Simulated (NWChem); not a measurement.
# HF/3-21G run of C2H8OSi (SMILES CC[SiH2]O), part 2 of 2

NWChem 7.3.0.

### 3 The doublet cation: a geometry optimisation at UHF/3-21G

run.nw reads:

```
start run
title "C2H8OSi optimise"
memory stack 880 mb heap 220 mb global 1100 mb
charge 1

geometry units angstrom noautosym
C       -1.462000      -0.315100      -0.130400
C       -0.193100      -0.595200       0.670600
Si       1.348100       0.138200      -0.088600
O        1.258000       1.782700      -0.229600
H       -1.384700      -0.701300      -1.150800
H       -1.659100       0.758300      -0.198700
H       -2.341400      -0.775300       0.326800
H       -0.292100      -0.210900       1.691700
H       -0.031100      -1.675800       0.767200
H        1.555800      -0.473500      -1.435500
H        2.530600      -0.124900       0.769100
H        0.748100       2.137600      -0.957900
end

basis spherical bse
C library 3-21G
Si library 3-21G
O library 3-21G
H library 3-21G
end

scf
doublet
uhf
thresh 1e-07
maxiter 80
print low
end

driver
maxiter 60
end

freq
temp 2 298.15 573.15
end

task scf optimize
task scf frequencies
```

Launch:

```sh
nwchem run.nw > run.out
```

Log:

```text
Northwest Computational Chemistry Package (NWChem) 7.3.0
             --------------------------------------------------------

           Job information
           ---------------

    nwchem branch   = 7.3.0
    use scalapack   = T
    input           = run.nw
    prefix          = run.
    data base       = ./run.db
    status          = startup
    nproc           =        1

           Memory information
           ------------------

    heap     =     28835838 doubles =      220.0 Mbytes
    stack    =    115343355 doubles =      880.0 Mbytes
    global   =    144179200 doubles =     1100.0 Mbytes (distinct from heap & stack)
    total    =    288358393 doubles =     2200.0 Mbytes
    verify   = yes
    hardfail = no

           Directory information
           ---------------------

  0 permanent = .
  0 scratch   = .

                                NWChem Input Module
                                -------------------

                                 C2H8OSi optimise
                                 ----------------

 Scaling coordinates for geometry "geometry" by  1.889725989
 (inverse scale =  0.529177249)

          ------
          auto-z
          ------
  no constraints, skipping    0.0000000000000000
  no constraints, skipping    0.0000000000000000

                             Geometry "geometry" -> ""
                             -------------------------

 Output coordinates in angstroms (scale by  1.889725989 to convert to a.u.)

  No.       Tag          Charge          X              Y              Z
 ---- ---------------- ---------- -------------- -------------- --------------
    1 C                    6.0000    -1.89373571    -0.54530952    -0.12982619
    2 C                    6.0000    -0.62483571    -0.82540952     0.67117381
    3 Si                  14.0000     0.91636429    -0.09200952    -0.08802619
[... 8 lines of this table left out ...]
   12 H                    1.0000     0.31636429     1.90739048    -0.95732619

      Atomic Mass
      -----------

      C                 12.000000
      Si                27.976930
      O                 15.994910
      H                  1.007825

 Effective nuclear repulsion energy (a.u.)     176.4240909442

            Nuclear Dipole moment (a.u.)
            ----------------------------
        X                 Y               Z
 ---------------- ---------------- ----------------
     0.0000000000     0.0000000000     0.0000000000

                                Z-matrix (autoz)
                                --------

 Units are Angstrom for bonds and degrees for angles

      Type          Name      I     J     K     L     M      Value
      ----------- --------  ----- ----- ----- ----- ----- ----------
    1 Stretch                  1     2                       1.52649
    2 Stretch                  1     5                       1.09377
    3 Stretch                  1     6                       1.09348
    4 Stretch                  1     7                       1.09278
    5 Stretch                  2     3                       1.86804
    6 Stretch                  2     8                       1.09551
    7 Stretch                  2     9                       1.09694
    8 Stretch                  3     4                       1.65299
    9 Stretch                  3    10                       1.49381
   10 Stretch                  3    11                       1.48431
   11 Stretch                  4    12                       0.95727
   12 Bend                     1     2     3               113.61043
   13 Bend                     1     2     8               110.46322
   14 Bend                     1     2     9               110.47099
   15 Bend                     2     1     5               111.46893
   16 Bend                     2     1     6               111.26811
   17 Bend                     2     1     7               111.84696
   18 Bend                     2     3     4               112.35133
   19 Bend                     2     3    10               108.68673
   20 Bend                     2     3    11               110.66135
   21 Bend                     3     2     8               108.39983
   22 Bend                     3     2     9               107.49984
   23 Bend                     3     4    12               117.56577
   24 Bend                     4     3    10               109.75842
   25 Bend                     4     3    11               105.60820
   26 Bend                     5     1     6               107.52205
   27 Bend                     5     1     7               107.36718
   28 Bend                     6     1     7               107.12599
   29 Bend                     8     2     9               106.07146
   30 Bend                    10     3    11               109.73461
   31 Torsion                  1     2     3     4          59.90583
   32 Torsion                  1     2     3    10         -61.75748
   33 Torsion                  1     2     3    11         177.67854
   34 Torsion                  2     3     4    12         -78.69744
   35 Torsion                  3     2     1     5          58.50938
   36 Torsion                  3     2     1     6         -61.50696
   37 Torsion                  3     2     1     7         178.72421
   38 Torsion                  4     3     2     8         -63.29027
   39 Torsion                  4     3     2     9        -177.54495
[... 180 lines left out ...]
       Final UHF  results
[... 81 lines left out ...]
 Nuclear repulsion energy =    172.280689612569
[... 150 lines left out ...]
       Final UHF  results
[... 84 lines left out ...]
      Two electron energy =    324.488849262321
[... 87 lines left out ...]
 new step= 1.73                   predicted energy=   -441.516958
[... 144 lines left out ...]
         Total SCF energy =   -441.517211768113
[... 83 lines left out ...]
      Two electron energy =    324.697844079599
[... 123 lines left out ...]
            Nuclear Dipole moment (a.u.)
[... 109 lines left out ...]
      One electron energy =   -935.821122997307
[... 83 lines left out ...]
 Nuclear repulsion energy =    169.533536131086
[... 150 lines left out ...]
       Final UHF  results
[... 78 lines left out ...]
 Nuclear repulsion energy =    169.511290463770
[... 146 lines left out ...]
  ga_iter_lsolve: convergence stagnant ... aborting solve
[... 86 lines left out ...]
         Total SCF energy =   -441.517349747139
[... 84 lines left out ...]
     step= 1.00 grad=-6.7D-06 hess= 1.1D-06 energy=   -441.517355 mode=downhill
[... 138 lines left out ...]
  ga_iter_lsolve: convergence stagnant ... aborting solve
[... 83 lines left out ...]
  ga_iter_lsolve: convergence stagnant ... aborting solve
[... 83 lines left out ...]
      One electron energy =   -935.284640257985
[... 83 lines left out ...]
      Two electron energy =    324.514030268131
[... 124 lines left out ...]
            Nuclear Dipole moment (a.u.)
[... 107 lines left out ...]
       Final UHF  results
[... 85 lines left out ...]
         Total SCF energy =   -441.517439705812
[... 88 lines left out ...]
     step= 1.00 grad=-5.5D-06 hess= 1.1D-06 energy=   -441.517444 mode=downhill
[... 138 lines left out ...]
  ga_iter_lsolve: convergence stagnant ... aborting solve
[... 84 lines left out ...]
       Final UHF  results
[... 82 lines left out ...]
      Two electron energy =    324.392181135191
[... 106 lines left out ...]
@   17    -441.51749631 -3.4D-05  0.00107  0.00030  0.05790  0.24189    218.8
[... 134 lines left out ...]
         Total SCF energy =   -441.518032639912
[... 83 lines left out ...]
      Two electron energy =    324.711375827125
[... 124 lines left out ...]
            Nuclear Dipole moment (a.u.)
[... 109 lines left out ...]
         Total SCF energy =   -441.518047509641
[... 83 lines left out ...]
      One electron energy =   -935.723226381675
[... 88 lines left out ...]
     step= 1.00 grad=-2.1D-05 hess= 3.8D-06 energy=   -441.518079 mode=downhill
[... 143 lines left out ...]
       Final UHF  results
[... 140 lines left out ...]
  ga_iter_lsolve: convergence stagnant ... aborting solve
[... 84 lines left out ...]
       Final UHF  results
[... 78 lines left out ...]
 Nuclear repulsion energy =    169.261872028212
[... 142 lines left out ...]
  ga_iter_lsolve: convergence stagnant ... aborting solve
[... 82 lines left out ...]
         Total SCF energy =   -441.518106399340
[... 83 lines left out ...]
     step= 1.00 grad=-2.0D-08 hess= 6.8D-09 energy=   -441.518106 mode=accept
[... 231 lines left out ...]
         Total SCF energy =   -441.518106412249
[... 62 lines left out ...]
 d_dipole_x/<atom=   1,z> =     0.2385     [    1.1456]
[... 10 lines left out ...]
 d_dipole_x/<atom=   5,y> =     0.0206     [    0.0991]
[... 10 lines left out ...]
 d_dipole_x/<atom=   9,x> =     0.0741     [    0.3558]
[... 10 lines left out ...]
 d_dipole_x/<atom=  12,z> =    -0.0491     [   -0.2356]
[... 11 lines left out ...]
 d_dipole_y/<atom=   4,x> =     0.0294     [    0.1412]
[... 10 lines left out ...]
 d_dipole_y/<atom=   7,z> =     0.0342     [    0.1641]
[... 10 lines left out ...]
 d_dipole_y/<atom=  11,y> =    -0.2642     [   -1.2690]
[... 11 lines left out ...]
 d_dipole_z/<atom=   2,z> =    -0.3573     [   -1.7160]
[... 10 lines left out ...]
 d_dipole_z/<atom=   6,y> =     0.0414     [    0.1989]
[... 10 lines left out ...]
 d_dipole_z/<atom=  10,x> =    -0.0043     [   -0.0204]
[... 151 lines left out ...]
          MASS-WEIGHTED PROJECTED HESSIAN (Hartree/Bohr/Bohr/Kamu)
[... 11 lines left out ...]
              11           12           13           14           15           16           17           18           19           20
   ----- ----- ----- ----- -----
   11    2.54376D+01
   12   -4.19008D+00  1.47715D+00
   13    4.23437D-03  7.23050D-02  6.59057D+01
   14    1.09351D-02  1.57341D-01 -1.14975D+01  1.38798D+02
[... 21 lines of this table left out ...]
   36    1.28714D+01 -2.37575D+00 -1.10090D-01 -3.31925D-01 -1.13504D-01  9.50056D-02  3.57666D-01  5.22789D-01 -9.50625D-02  1.94508D-01

              21           22           23           24           25           26           27           28           29           30
   ----- ----- ----- ----- -----
   21    1.46375D+02
   22    3.58148D-01  6.37754D+01
   23   -4.75561D-01 -1.41137D+01  1.22597D+02
   24    1.25278D+00 -2.45711D+01  1.28390D+02  2.97067D+02
[... 11 lines of this table left out ...]
   36   -1.47491D-01  2.60026D-01  4.85719D-01 -4.19305D-01 -5.36737D-01 -1.64004D-01  3.90001D-02  3.79310D-01 -6.90061D-01 -6.42344D-01

              31           32           33           34           35           36
   ----- ----- ----- ----- -----
   31    1.56846D+02
   32    1.75651D+01  2.35521D+01
   33    8.23201D+01  9.73918D+00  7.46846D+01
   34   -8.41556D-01 -3.13160D-01 -8.15762D-02  1.29593D+02
   35    2.39659D-01  2.64646D+00 -5.03586D-01  1.95898D+02  3.30128D+02
   36    4.17225D-01  1.65297D+00 -8.07098D-01 -3.01614D+01 -5.18617D+01  9.60555D+00

 center of mass
 --------------
 x =  -0.05186989 y =  -0.11506418 z =  -0.10561182

 moments of inertia (a.u.)
 ------------------
         313.085124764493        -123.021420666615          38.915890451287
        -123.021420666615         431.107880077528          69.793572143721
          38.915890451287          69.793572143721         612.169730690692

 Rotational Constants
 --------------------
 A=   0.270128 cm-1  (  0.388646 K)
 B=   0.121000 cm-1  (  0.174088 K)
 C=   0.094657 cm-1  (  0.136187 K)

 Temperature                      =   298.15K
 frequency scaling parameter      =   1.0000

 Zero-Point correction to Energy  =   62.511 kcal/mol  (  0.099618 au)
 Thermal correction to Energy     =   66.872 kcal/mol  (  0.106567 au)
 Thermal correction to Enthalpy   =   67.464 kcal/mol  (  0.107510 au)

 Total Entropy                    =   80.343 cal/mol-K
   - Translational                =   38.884 cal/mol-K (mol. weight =  76.0344)
   - Rotational                   =   25.747 cal/mol-K (symmetry #  =        1)
   - Vibrational                  =   15.712 cal/mol-K

 Cv (constant volume heat capacity) =   23.333 cal/mol-K
   - Translational                  =    2.979 cal/mol-K
   - Rotational                     =    2.979 cal/mol-K
   - Vibrational                    =   17.375 cal/mol-K

 Temperature                      =   573.15K
 frequency scaling parameter      =   1.0000

 Zero-Point correction to Energy  =   62.511 kcal/mol  (  0.099618 au)
 Thermal correction to Energy     =   75.101 kcal/mol  (  0.119682 au)
 Thermal correction to Enthalpy   =   76.240 kcal/mol  (  0.121496 au)

 Total Entropy                    =  100.760 cal/mol-K
   - Translational                =   42.129 cal/mol-K (mol. weight =  76.0344)
   - Rotational                   =   27.694 cal/mol-K (symmetry #  =        1)
   - Vibrational                  =   30.936 cal/mol-K

 Cv (constant volume heat capacity) =   35.666 cal/mol-K
   - Translational                  =    2.979 cal/mol-K
   - Rotational                     =    2.979 cal/mol-K
   - Vibrational                    =   29.707 cal/mol-K

          -------------------------------------------------
          NORMAL MODE EIGENVECTORS IN CARTESIAN COORDINATES
          -------------------------------------------------
             (Projected Frequencies expressed in cm-1)

                    1           2           3           4           5           6

 P.Frequency       -0.00        0.00        0.00        0.00        0.00        0.00

           1    -0.00093    -0.03576    -0.10444    -0.03431    -0.02222    -0.04078
[... 34 lines of this table left out ...]
          36    -0.02835     0.26928    -0.08473     0.02019     0.03564    -0.03021

                    7           8           9          10          11          12

 P.Frequency       69.58      138.53      183.11      235.30      318.08      458.83

           1    -0.01754    -0.04123    -0.06454    -0.06036    -0.10811     0.00306
[... 34 lines of this table left out ...]
          36     0.18662    -0.63624     0.60342     0.06564    -0.17214     0.02893

                   13          14          15          16          17          18

 P.Frequency      505.10      588.01      650.42      688.92      803.40      902.00

           1    -0.03446    -0.06883    -0.02898    -0.04729    -0.00977     0.00543
[... 34 lines of this table left out ...]
          36    -0.20890     0.05426     0.05146     0.00418    -0.05858    -0.03068

                   19          20          21          22          23          24

 P.Frequency      998.58     1001.66     1127.49     1154.16     1387.34     1418.84

           1    -0.06861    -0.12741     0.00476     0.04538    -0.00667    -0.03954
[... 34 lines of this table left out ...]
          36    -0.01832     0.00761     0.00264    -0.00728    -0.00610     0.00256

                   25          26          27          28          29          30

 P.Frequency     1587.62     1600.01     1666.86     1674.62     2380.86     2401.62

           1     0.08553    -0.02879     0.01978    -0.01064     0.00020    -0.00024
[... 34 lines of this table left out ...]
          36    -0.00076    -0.00343     0.00615    -0.00152     0.00337    -0.00148

                   31          32          33          34          35          36

 P.Frequency     3193.66     3214.30     3241.26     3281.15     3291.73     3584.94

           1    -0.00104     0.03274    -0.00589    -0.01390     0.05096    -0.00002
[... 34 lines of this table left out ...]
          36     0.00023     0.00076    -0.00019    -0.00015    -0.00068    -0.12821

 ----------------------------------------------------------------------------
 Normal Eigenvalue ||    Projected Derivative Dipole Moments (debye/angs)
  Mode   [cm**-1]  ||      [d/dqX]             [d/dqY]           [d/dqZ]
 ------ ---------- || ------------------ ------------------ -----------------
    1       -0.000 ||      -0.413               0.313             0.009
    2        0.000 ||      -0.120               0.097             0.551
    3        0.000 ||       0.358               0.011             0.150
[... 32 lines of this table left out ...]
   36     3584.937 ||       1.186               2.552            -0.436
 ----------------------------------------------------------------------------

 ----------------------------------------------------------------------------
 Normal Eigenvalue ||           Projected Infra Red Intensities
  Mode   [cm**-1]  || [atomic units] [(debye/angs)**2] [(KM/mol)] [arbitrary]
 ------ ---------- || -------------- ----------------- ---------- -----------
    1       -0.000 ||    0.011664           0.269        11.371       2.479
    2        0.000 ||    0.014205           0.328        13.848       3.019
    3        0.000 ||    0.006534           0.151         6.370       1.389
[... 32 lines of this table left out ...]
   36     3584.937 ||    0.351504           8.109       342.663      74.710
 ----------------------------------------------------------------------------

 vib:animation  F

 Task  times  cpu:       14.4s     wall:       14.4s
 Total times  cpu:      520.3s     wall:      520.3s
```

It took 8.7 min on 1 thread of AMD EPYC 7R43 (Zen 3), shared host; peak memory 0.12 GiB.

Steps, from the record of the run:

```
step  energy from the first frame kept (eV)
   0                                 0.0000
   2                                -1.0825
   4                                -1.1335
   6                                -1.1357
   8                                -1.1361
  10                                -1.1366
  12                                -1.1379
  14                                -1.1387
  16                                -1.1393
  18                                -1.1425
  20                                -1.1444
  22                                -1.1448
  24                                -1.1461
  26                                -1.1496
  28                                -1.1528
  30                                -1.1546
  32                                -1.1548
  34                                -1.1549
  36                                -1.1557
  38                                -1.1567
  40                                -1.1569
  42                                -1.1569
```

After the run. Bond lengths: C1–C2 1.555 Å, C2–Si3 1.882 Å, Si3–O4 1.952 Å, C1–H5 1.083 Å, C1–H6 1.083 Å, C1–H7 1.082 Å, C2–H8 1.086 Å, C2–H9 1.088 Å, Si3–H10 1.468 Å, Si3–H11 1.468 Å, O4–H12 0.993 Å. Some angles: C1–C2–Si3 113.5°, C2–Si3–O4 101.4°, C1–C2–H8 110.5°, C1–C2–H9 109.7°, Si3–C2–H8 109.4°, Si3–C2–H9 107.3°, C2–C1–H5 111.4°, C2–C1–H6 111.5°, C2–C1–H7 109.0°, C2–Si3–H10 118.9°.

### 4 Summary of results

This closing draws on all 2 parts.

At HF/3-21G:

| quantity | value |
| --- | --- |
| run 1, HF/3-21G: total energy at the end | -441.84204 Eh |
| run 1, HF/3-21G: lowest harmonic wavenumber | 71 cm⁻¹ |
| run 1, HF/3-21G: highest harmonic wavenumber | 3984 cm⁻¹ |
| run 1, HF/3-21G: zero-point energy | 269.3 kJ/mol |
| doublet cation: total energy at the end | -441.51811 Eh |
| doublet cation: ⟨S²⟩ | 0.755 |
| doublet cation: lowest harmonic wavenumber | 70 cm⁻¹ |
| doublet cation: highest harmonic wavenumber | 3585 cm⁻¹ |
| doublet cation: zero-point energy | 261.5 kJ/mol |
| adiabatic ionisation energy (to the doublet cation, no zero-point term) | 8.815 eV |

In words: The adiabatic ionisation energy (to the doublet cation, no zero-point term) is 8.81 eV (203 kcal/mol). All 30 modes (run 1, HF/3-21G) are real, so the shape is a minimum at this level. The optimisation (run 1, HF/3-21G) took 15 steps and changed the energy by -0.096 eV. All 30 modes (doublet cation) are real, so the shape is a minimum at this level. The optimisation (doublet cation) took 43 steps and changed the energy by -1.157 eV.
